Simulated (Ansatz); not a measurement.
# TiGaO: the cost of one run

Computed with Ansatz 0.2.0 (reference: DFT PBE, plane waves, PAW, scalar-relativistic, no spin polarisation, unless a step's input says otherwise).

### Step 1. The structure to begin with

Symmetry: Pmmn, No. 59, orthorhombic system. Conventional cell: a = 3.146 Å, b = 3.416 Å, c = 7.695 Å, α = 90.00°, β = 90.00°, γ = 90.00°. Ti (site symmetry mm2) is surrounded by 4 O at 1.76 to 2.03 Å. O (site symmetry mm2) has 4 Ti at 1.76 to 2.03 Å as nearest neighbours. Ga (site symmetry mm2) is surrounded by 2 Ti at 2.30 Å.

As a file:

```
Ti O Ga
1.0
     3.41647    0.00000    0.00000
     0.00000    3.14583    0.00000
     0.00000    0.00000    7.69451
Ti O Ga
2 2 2
Direct
  0.25000 0.75000 0.11080
  0.75000 0.25000 0.88920
  0.25000 0.25000 0.94500
  0.75000 0.75000 0.05500
  0.25000 0.25000 0.32800
  0.75000 0.75000 0.67200
```

### Step 2. The reference run

input.yaml

```yaml
crystal:
  lattice:
    - [3.416474, 0.0, 0.0]
    - [0.0, 3.145827, 0.0]
    - [0.0, 0.0, 7.69451]
  atoms:
    - { symbol: Ti, position: [0.25, 0.75, 0.1108] }
    - { symbol: Ti, position: [0.75, 0.25, 0.8892] }
    - { symbol: O, position: [0.25, 0.25, 0.945] }
    - { symbol: O, position: [0.75, 0.75, 0.055] }
    - { symbol: Ga, position: [0.25, 0.25, 0.328] }
    - { symbol: Ga, position: [0.75, 0.75, 0.672] }
  symmetry: { tolerance: 0.0003 }
kpoints:
  mp_grid: { grid: [5, 6, 3], shift: [0, 0, 0] }
magnetization:
  spin_polarized: false
scf:
  occupations: { method: fermi_dirac }
hamiltonian:
  pseudopotentials: { kind: paw }
  xc: pbe
total_charge: -2
basis:
  ecutwfc: 420
output:
  forces: true
  stress: true
  eigenvalues: true
```

Started as:

```sh
> ansatz run input.yaml --threads 1 --pin off --max-ram 2560MiB --backend cpu --events-out ev --progress --plain --runs-dir out
```

**Question.** How long does this run take on 1 thread of AMD EPYC 7R13 (Zen 3), shared host, and how much memory does it need?

About 5 s, with a peak of 0.44 GiB.
